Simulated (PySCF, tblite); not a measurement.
# C₄H₁₁BrSSi₂: geometry, infrared bands and NMR shifts

What infrared bands and NMR shifts should C₄H₁₁BrSSi₂ (`[SiH3]CS[Si@@H](Br)C1CC1`) show?

Computed with tblite 0.8.0 and PySCF 2.14.0, with density-fitted response routines of our own, on a single molecule in the gas phase. Atoms are numbered from 0 throughout.

### Step 1. The starting structure

19 atoms, charge 0, multiplicity 1; geometry from: force field or distance geometry start.

Bonds of the start (Å): Si0–C1 1.85, C1–S2 1.81, S2–Si3 2.17, Si3–Br4 2.20, Si3–C5 1.88, C5–C6 1.51, C6–C7 1.49, C7–C5 1.50, Si0–H8 1.48, Si0–H9 1.49, Si0–H10 1.50, C1–H11 1.09, C1–H12 1.11, Si3–H13 1.47, C5–H14 1.08, C6–H15 1.08, C6–H16 1.09, C7–H17 1.10, C7–H18 1.08.

### Step 2. Geometry optimisation with GFN2-xTB

The job: settings as JSON, then the geometry in Å.

```
{"job": {"kind": "relax", "xc": "GFN2-xTB", "basis": "xTB"}, "charge": 0, "multiplicity": 1}
Si     3.337600     0.697200     0.042400
C      2.621100    -1.010700     0.041300
S      1.091700    -1.110100     1.010800
Si    -0.476900    -0.493900    -0.352900
Br    -0.618800    -1.974300    -1.977600
C     -2.095500    -0.477500     0.596600
C     -2.461500     0.743400     1.402500
C     -3.204100     0.425700     0.145300
H      4.604900     0.722900    -0.724600
H      3.606900     1.188600     1.422300
H      2.386800     1.646600    -0.613900
H      2.464400    -1.390800    -0.963900
H      3.336100    -1.692500     0.536900
H     -0.141400     0.832400    -0.900300
H     -2.364900    -1.435000     1.009500
H     -1.823200     1.616700     1.418500
H     -2.973000     0.587200     2.354100
H     -4.228100     0.045800     0.234900
H     -3.071900     1.087500    -0.700500
```

Launch:

```bash
$ OMP_NUM_THREADS=1 python probes_run.py task.json out
```

The driver reads the jobs from task.json and runs them one after another.

Output:

```text
step      E/eV     max force
  0    -680.09961    1.924
  1    -680.17809    0.736
  2    -680.20063    0.350
  3    -680.20774    0.212
  4    -680.21325    0.184
  5    -680.21880    0.181
  6    -680.22281    0.223
  7    -680.22531    0.143
  8    -680.22724    0.158
  9    -680.22967    0.174
 10    -680.23222    0.159
 11    -680.23407    0.123
 12    -680.23517    0.079
 13    -680.23604    0.073
 14    -680.23705    0.110
 15    -680.23832    0.130
 16    -680.23956    0.089
 17    -680.24052    0.072
 18    -680.24122    0.071
 19    -680.24176    0.058
 20    -680.24221    0.050
 21    -680.24265    0.054
 22    -680.24317    0.063
 23    -680.24378    0.073
 24    -680.24435    0.073
 25    -680.24473    0.053
 26    -680.24496    0.046
 27    -680.24515    0.038
 28    -680.24538    0.050
 29    -680.24563    0.061
 30    -680.24586    0.046
 31    -680.24606    0.045
 32    -680.24627    0.043
 33    -680.24652    0.052
 34    -680.24677    0.056
 35    -680.24697    0.034
 36    -680.24711    0.029
 37    -680.24725    0.035
 38    -680.24743    0.041
 39    -680.24763    0.039
 40    -680.24779    0.024
 41    -680.24789    0.022
 42    -680.24801    0.037
 43    -680.24820    0.057
 44    -680.24847    0.069
 45    -680.24880    0.058
 46    -680.24911    0.049
 47    -680.24937    0.037
 48    -680.24961    0.037
 49    -680.24986    0.044
 50    -680.25017    0.047
 51    -680.25057    0.061
 52    -680.25114    0.066
 53    -680.25190    0.077
 54    -680.25272    0.072
 55    -680.25344    0.052
 56    -680.25408    0.059
 57    -680.25482    0.075
 58    -680.25582    0.092
 59    -680.25700    0.075
 60    -680.25816    0.059
 61    -680.25906    0.058
 62    -680.25973    0.067
 63    -680.26032    0.052
 64    -680.26069    0.043
 65    -680.26095    0.065
 66    -680.26125    0.042
 67    -680.26157    0.034
 68    -680.26183    0.041
 69    -680.26220    0.047
 70    -680.26253    0.051
 71    -680.26287    0.039
 72    -680.26320    0.044
 73    -680.26356    0.056
 74    -680.26394    0.047
 75    -680.26431    0.045
 76    -680.26465    0.037
 77    -680.26500    0.045
 78    -680.26539    0.057
 79    -680.26577    0.046
 80    -680.26601    0.044
 81    -680.26627    0.036
 82    -680.26643    0.029
 83    -680.26665    0.034
 84    -680.26689    0.048
 85    -680.26725    0.048
 86    -680.26758    0.043
 87    -680.26785    0.040
 88    -680.26805    0.034
 89    -680.26827    0.044
 90    -680.26850    0.040
 91    -680.26872    0.032
 92    -680.26888    0.032
 93    -680.26902    0.037
 94    -680.26920    0.052
 95    -680.26944    0.050
 96    -680.26965    0.033
 97    -680.26977    0.020
 98    -680.26982    0.016
 99    -680.26986    0.017
100    -680.26992    0.024
101    -680.27001    0.024
102    -680.27009    0.018
103    -680.27015    0.022
104    -680.27020    0.018
105    -680.27025    0.022
106    -680.27031    0.020
107    -680.27037    0.017
108    -680.27042    0.014
109    -680.27045    0.013
110    -680.27048    0.014
111    -680.27052    0.016
112    -680.27055    0.016
113    -680.27058    0.014
114    -680.27061    0.012
115    -680.27063    0.016
116    -680.27066    0.018
117    -680.27071    0.018
118    -680.27076    0.020
119    -680.27081    0.021
120    -680.27084    0.016
121    -680.27088    0.020
122    -680.27093    0.021
123    -680.27099    0.020
124    -680.27107    0.019
125    -680.27116    0.026
126    -680.27125    0.029
127    -680.27138    0.033
128    -680.27152    0.038
129    -680.27166    0.035
130    -680.27177    0.023
131    -680.27185    0.021
132    -680.27194    0.022
133    -680.27206    0.030
134    -680.27220    0.037
135    -680.27232    0.030
136    -680.27240    0.019
137    -680.27245    0.017
138    -680.27251    0.017
139    -680.27258    0.032
140    -680.27267    0.023
141    -680.27278    0.017
142    -680.27285    0.020
143    -680.27291    0.025
144    -680.27296    0.021
145    -680.27301    0.016
146    -680.27305    0.014
147    -680.27309    0.011
148    -680.27311    0.010
```

It took 2.9 s on 1 thread of Arm Neoverse N1, shared host.

Step by step: (not every step is listed)

```tsv
step	energy from step 0 (eV)	largest force (eV/Å)
0	0.0000	1.9237
1	-0.0785	0.7363
2	-0.1010	0.3502
3	-0.1081	0.2120
4	-0.1136	0.1839
5	-0.1192	0.1811
6	-0.1232	0.2231
7	-0.1257	0.1435
8	-0.1276	0.1578
21	-0.1430	0.0538
34	-0.1472	0.0562
47	-0.1498	0.0366
60	-0.1585	0.0593
73	-0.1639	0.0561
86	-0.1680	0.0430
99	-0.1703	0.0170
112	-0.1709	0.0156
125	-0.1716	0.0256
138	-0.1729	0.0175
143	-0.1733	0.0245
144	-0.1734	0.0215
145	-0.1734	0.0156
146	-0.1734	0.0139
147	-0.1735	0.0114
148	-0.1735	0.0099
```

Distances of close pairs at the start and the end, largest changes first:

```tsv
bond	before (Å)	after (Å)	change (Å)
Si0–C1	1.852	1.906	+0.054
S2–Si3	2.168	2.135	-0.033
Si0–H10	1.495	1.464	-0.031
Si3–Br4	2.203	2.233	+0.031
Si0–H9	1.489	1.462	-0.028
Si0–H8	1.482	1.459	-0.022
Si3–H13	1.474	1.456	-0.017
C1–H12	1.105	1.089	-0.017
```

The final coordinates are the input of the step that follows.

### Step 3. Harmonic vibrations with GFN2-xTB

The job: settings as JSON, then the geometry in Å.

```
{"job": {"kind": "ir", "xc": "GFN2-xTB", "basis": "xTB"}, "charge": 0, "multiplicity": 1}
Si     3.445772     0.554750    -0.220912
C      2.587992    -1.117922     0.096151
S      1.140247    -1.015827     1.207707
Si    -0.329546    -0.044985     0.001496
Br    -0.243544    -0.834283    -2.085884
C     -2.009001    -0.408347     0.730934
C     -2.768617     0.712551     1.384151
C     -3.222596     0.180653     0.069265
H      4.696321     0.259494    -0.912853
H      3.663830     1.205712     1.069381
H      2.569016     1.378132    -1.056136
H      2.265837    -1.603426    -0.823960
H      3.260199    -1.803529     0.609291
H     -0.055735     1.375589    -0.166894
H     -2.138714    -1.386009     1.180605
H     -2.316366     1.692661     1.411277
H     -3.351888     0.484688     2.263547
H     -4.122821    -0.414652     0.032980
H     -3.080190     0.793998    -0.808774
```

Output:

```text
mode    cm-1     km/mol
  1      12.0      0.13
  2      25.5      1.39
  3      43.7      0.50
  4      80.5      0.15
  5      93.8      3.45
  6     121.1      6.18
  7     150.3     10.81
  8     168.0      7.79
  9     222.3      3.77
 10     253.3      2.57
 11     274.7      3.65
 12     410.0     28.21
 13     503.5      9.40
 14     516.4     33.30
 15     546.1     82.45
 16     639.5    265.05
 17     666.7     24.53
 18     685.7    205.49
 19     708.8    131.69
 20     728.6      9.63
 21     760.4    287.38
 22     778.7    126.27
 23     786.6    298.14
 24     793.4     68.10
 25     807.3      7.50
 26     846.1     15.85
 27     960.2      0.61
 28    1001.0     52.38
 29    1029.5     10.81
 30    1074.0      1.65
 31    1077.9      0.23
 32    1082.8      7.40
 33    1099.5      0.24
 34    1154.2      0.25
 35    1183.7      1.09
 36    1238.4      0.53
 37    1349.9     23.80
 38    1440.1      4.13
 39    1452.2      0.15
 40    1493.0      3.40
 41    2264.5    219.45
 42    2291.5    197.53
 43    2303.8    195.07
 44    2309.3    338.18
 45    2979.0     14.56
 46    2999.7      8.70
 47    3031.4     20.70
 48    3080.1     13.20
 49    3084.8     11.60
 50    3088.6     20.78
 51    3102.8     53.22
```

It took 2 s on 1 thread of Arm Neoverse N1, shared host.

The strongest bands and the atoms that carry them (share of the mass-weighted mode):

```tsv
cm⁻¹	km/mol	atoms
640	265.1	H13 86 %
686	205.5	H13 89 %
760	287.4	H8 43 %, H9 27 %
787	298.1	C1 21 %, Si0 20 %, H10 20 %, H8 17 %
2264	219.4	H10 94 %
2292	197.5	H9 93 %
2304	195.1	H13 70 %, H8 24 %
2309	338.2	H8 68 %, H13 25 %
```

### Step 4. NMR shieldings: PBE0/pcSseg-1

Settings changed since step 3:

```diff
@@ -1,2 +1,2 @@
-{"job": {"kind": "ir", "xc": "GFN2-xTB", "basis": "xTB"}, "charge": 0, "multiplicity": 1}
+{"job": {"kind": "nmr", "xc": "PBE0", "basis": "pcSseg-1"}, "charge": 0, "multiplicity": 1}
 Si     3.445772     0.554750    -0.220912
```

Level: GIAO PBE0/pcSseg-1 NMR shielding, non-relativistic, gas phase.

Output:

```text
coarse grid: 74384 points
cycle   1  E = -3709.1673246392  dE = -4.403e-01  |g| = 7.678e-01  |ddm| = 4.083e+00
cycle   2  E = -3709.1633465432  dE =  3.978e-03  |g| = 5.218e-01  |ddm| = 8.679e-01
cycle   3  E = -3709.2082844124  dE = -4.494e-02  |g| = 1.687e-01  |ddm| = 6.445e-01
cycle   4  E = -3709.2157498217  dE = -7.465e-03  |g| = 2.632e-02  |ddm| = 1.994e-01
cycle   5  E = -3709.2158593537  dE = -1.095e-04  |g| = 7.619e-03  |ddm| = 2.993e-02
cycle   6  E = -3709.2158731909  dE = -1.384e-05  |g| = 1.863e-03  |ddm| = 1.016e-02
cycle   7  E = -3709.2158740716  dE = -8.807e-07  |g| = 5.146e-04  |ddm| = 2.172e-03
final grid: 152600 points
cycle   8  E = -3709.2158982073  dE = -2.014e-08  |g| = 6.632e-04  |ddm| = 2.180e-03
cycle   9  E = -3709.2158981217  dE =  8.562e-08  |g| = 8.847e-04  |ddm| = 1.537e-03
cycle  10  E = -3709.2158983097  dE = -1.880e-07  |g| = 7.607e-05  |ddm| = 8.787e-04
cycle  11  E = -3709.2158983110  dE = -1.321e-09  |g| = 9.635e-06  |ddm| = 9.445e-05
cycle  12  E = -3709.2158983111  dE = -2.092e-11  |g| = 2.476e-06  |ddm| = 1.283e-05
converged SCF energy = -3709.2158983111

GIAO shielding tensors (ppm)
atom      isotropic    diamagn.    paramagn.     s11        s22        s33       span
  0 Si     421.425     878.956    -457.531    379.834    424.253    460.187     80.353
  1 C      176.887     254.715     -77.828    160.171    173.065    197.427     37.255
  2 S      630.130    1060.794    -430.664    554.396    592.496    743.500    189.104
  3 Si     317.353     879.769    -562.416    245.980    338.330    367.749    121.769
  4 Br    2629.259    3127.606    -498.347   2438.145   2583.687   2865.946    427.801
  5 C      184.005     251.850     -67.845    153.360    173.899    224.757     71.397
  6 C      179.913     253.107     -73.194    153.663    176.776    209.300     55.637
  7 C      182.369     254.193     -71.825    153.283    179.636    214.188     60.905
  8 H       27.701      28.015      -0.314     23.801     24.825     34.476     10.675
  9 H       27.889      28.658      -0.769     24.284     26.179     33.204      8.920
 10 H       27.660      28.812      -1.152     22.989     29.212     30.778      7.789
 11 H       29.350      32.162      -2.812     22.741     30.660     34.649     11.909
 12 H       29.801      29.810      -0.009     23.146     27.326     38.930     15.784
 13 H       26.164      31.103      -4.939     22.977     24.534     30.981      8.005
 14 H       31.457      31.724      -0.267     24.099     29.336     40.937     16.838
 15 H       31.216      31.325      -0.109     24.973     29.164     39.510     14.538
 16 H       30.883      29.502       1.381     24.979     25.868     41.802     16.823
 17 H       30.801      29.602       1.199     25.088     25.788     41.526     16.438
 18 H       31.189      31.299      -0.109     24.994     29.608     38.965     13.971
```

Run time: 2 min. Hardware: 1 thread of Arm Neoverse N1, shared host; peak memory 1.1 GiB.

Shifts follow as δ = σ(reference) − σ, with reference shieldings (ppm) from runs at the same level and on the same kind of geometry: 1H TMS 31.72, 13C TMS 186.9, 29Si TMS 349.2, 33S CS2 504, 79Br HBr 2622. The references are single molecules in the gas phase. Atoms listed in one row are averaged.

```tsv
atoms	environment	σ (ppm)	δ (ppm)	δ scaled to CDCl3
C1	sp3 CH2 bonded to S and Si	176.9	10.0	3.5
C6	three-membered-ring carbon	179.9	7.0	4.9
C7	three-membered-ring carbon	182.4	4.6	2.5
C5	three-membered-ring carbon	184.0	2.9	0.9
H13	hydrogen on a silicon bonded to C, Br, S	26.16	5.55	–
H8, H9, H10	hydrogen on a silicon bonded to C	27.75	3.97	–
H11	hydrogen on an sp3 CH2 bonded to S and Si	29.35	2.37	2.34
H12	hydrogen on an sp3 CH2 bonded to S and Si	29.80	1.92	1.91
H17	hydrogen on a three-membered-ring carbon	30.80	0.92	0.97
H16	hydrogen on a three-membered-ring carbon	30.88	0.83	0.89
H18	hydrogen on a three-membered-ring carbon	31.19	0.53	0.60
H15	hydrogen on a three-membered-ring carbon	31.22	0.50	0.58
H14	hydrogen on a three-membered-ring carbon	31.46	0.26	0.35
Si3	silicon bonded to C, Br, S, H	317.4	31.8	–
Si0	silicon bonded to C, 3 H	421.4	-72.3	–
S2	sulfur bonded to C, Si	630	-126	–
Br4	bromine bonded to Si	2629	-7	–
```

The scaled column applies a straight-line fit of computed shieldings to shifts measured in CDCl3, with any fitted terms for Cl, Br or S neighbours (root-mean-square error 0.16 ppm for H, 1.9 ppm for C).

The run also stored atomic charges by several schemes (e):

```tsv
atoms	Mulliken	IAO	Hirshfeld	ESP fit
Si0	0.52	0.61	0.31	0.43
C1	-0.63	-0.62	-0.16	-0.31
S2	-0.26	-0.16	-0.08	-0.19
Si3	0.84	0.78	0.31	-0.11
Br4	-0.37	-0.28	-0.11	-0.09
C5	-0.54	-0.43	-0.14	0.06
C6	-0.20	-0.28	-0.08	-0.09
C7	-0.20	-0.27	-0.08	-0.54
```

Mayer bond orders: Si0–C1 0.87, C1–S2 0.98, S2–Si3 1.03, Si3–Br4 0.90, Si3–C5 0.89, C5–C6 0.94, C6–C7 0.97, C7–C5 0.95.

Ring of atoms C5, C6, C7: NICS(0) -44.8, NICS(1) -8.6, NICS(1)zz -23.0 ppm (means of both faces).

In rings of three or four atoms NICS is ruled by the nearby σ bonds, so it says little on aromaticity.

Orbitals, density, ELF and potential are computed afterwards from the orbital file.

Frontier orbitals at PBE0/pcSseg-1, with the share of their density that lies nearest to each atom:

```tsv
orbital	energy (eV)	lies on
HOMO	-6.94	S2 71 %; C1 7 %
LUMO	-0.33	Si3 20 %; S2 20 %; Br4 13 %
```

ELF in a plane through or near 5 of the atoms.

Ten even steps from '0' (0.00) to '9' (1.00):
```
0000000000000000000000000000
0000000000000000000000000000
0000000000000000000000000000
0000000000001220000000000000
0000000057002431000000000000
0000000299502431000026400000
0000000199601441012289920000
0000100169401553246599960000
0005962244102312668499950000
0039996354002060757658810000
0069997013002121413355200000
0059994326204986201664100000
0028993129506998100232000000
0003652179505998003211000000
0000011256202997006300000000
0000000011000460002100000000
0000000000000000000000000000
0000000000000000000000000000
0000000000000000000000000000
0000000000000000000000000000
```
The map spans 14.8 Å across and 8.7 Å up, centred on the molecule. Atoms in the plane (x, y in Å): C7 (3.2, 0.2), H8 (-4.8, -0.4), H11 (-2.5, 1.6), H13 (0.1, -1.2), H17 (4.0, 0.8).

On the surface of density 0.002 e/bohr³ the electrostatic potential runs, from the 1st to the 99th percentile, from -0.84 V near S2 to 1.02 V near H8.

### Step 5. Outcome

| quantity | value |
| --- | --- |
| strongest single infrared mode (GFN2-xTB) | 2309 cm⁻¹, 338 km/mol |
| zero-point energy (GFN2-xTB) | 84.1 kcal/mol |
| 13C shifts against TMS (PBE0/pcSseg-1) | 10.0, 7.0, 4.6, 2.9 ppm |
| 1H shifts against TMS (PBE0/pcSseg-1, means over atoms taken as alike) | 5.55, 3.97, 2.37, 1.92, 0.92, 0.83, 0.53, 0.50, 0.26 ppm |
| 29Si shifts against TMS (PBE0/pcSseg-1) | 31.8, -72.3 ppm |
| 33S shifts against CS2 (PBE0/pcSseg-1) | -126 ppm |
| 79Br shifts against HBr (PBE0/pcSseg-1) | -7 ppm |
| surface potential, 1st and 99th percentile | -0.84 V and 1.02 V |

**Reading.** Over 148 steps the energy fell by 0.173 eV; of the close pairs, Si0–C1 changed most, 1.852 to 1.906 Å. No mode is imaginary among the 51: a minimum at this level. The strongest single mode, at 2309 cm⁻¹, moves mainly H8. GFN2-xTB is a fitted tight-binding method: band positions and strengths are rough. Its intensities can rank the bands wrongly. At PBE0/pcSseg-1: The widest tensor belongs to Br4: span 428 ppm, with a paramagnetic part of -498 ppm. At PBE0/pcSseg-1, counted by nearest atom on the grid, the HOMO lies on S2 71 %; C1 7 %, the LUMO on Si3 20 %; S2 20 %. Spin-orbit coupling is left out, which matters for shieldings and couplings at and beside the heavy atoms.
